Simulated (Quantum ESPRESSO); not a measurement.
# Hf2Pd2Se2Br2O3 in Quantum ESPRESSO: the effect of functional

Hf2Pd2Se2Br2O3:

```
CELL_PARAMETERS angstrom
7.58666 -1.70971 -1.17576
7.58666 1.70971 -1.17576
-2.02446 0.00000 13.05155
ATOMIC_POSITIONS crystal
Hf 0.94514 0.94514 0.06144
Hf 0.60628 0.60628 0.28309
Pd 0.17920 0.17920 0.50964
Pd 0.32286 0.32286 0.74307
Se 0.92232 0.92232 0.84566
Se 0.78991 0.78991 0.58800
Br 0.58645 0.58645 0.04520
Br 0.24604 0.24604 0.28651
O 0.59701 0.59701 0.42127
O 0.38554 0.38554 0.07302
O 0.03094 0.03094 0.22169
```

The cell was built by a generator and needn't be a form met in nature.

Alike in all runs:

| Item | Value |
| --- | --- |
| Program | Quantum ESPRESSO 7.5 |
| Task | band structure |
| Potentials or basis | SG15 PBE 1.2 |
| Cutoff | 1197 eV |
| Density cutoff | 4789 eV |
| k mesh | 5 × 5 × 1 |
| Occupations | fermi-dirac, width 0.05 eV |
| Spin | no spin polarisation |

Task: One run gave: gap on the mesh 0.62 eV; pressure 0.0 GPa; largest force 0.16 eV/Å. Which functional did it use?
A. PBEsol
B. PBE
C. LDA

Result: B.

```csv
functional,gap on the mesh (eV),pressure (GPa),largest force (eV/Å)
LDA,0.58,-4.3,0.79
PBEsol,0.60,-2.3,0.38
PBE,0.62,0.0,0.16
```

Caveats: all runs use coarse meshes; some levels on the path didn't converge; spin-orbit coupling is left out, which moves the levels of the heavy elements; the potentials were made for another functional, which shifts forces and pressure (some runs).

A k mesh can miss the band edges.

Not every run made on this cell is shown here.
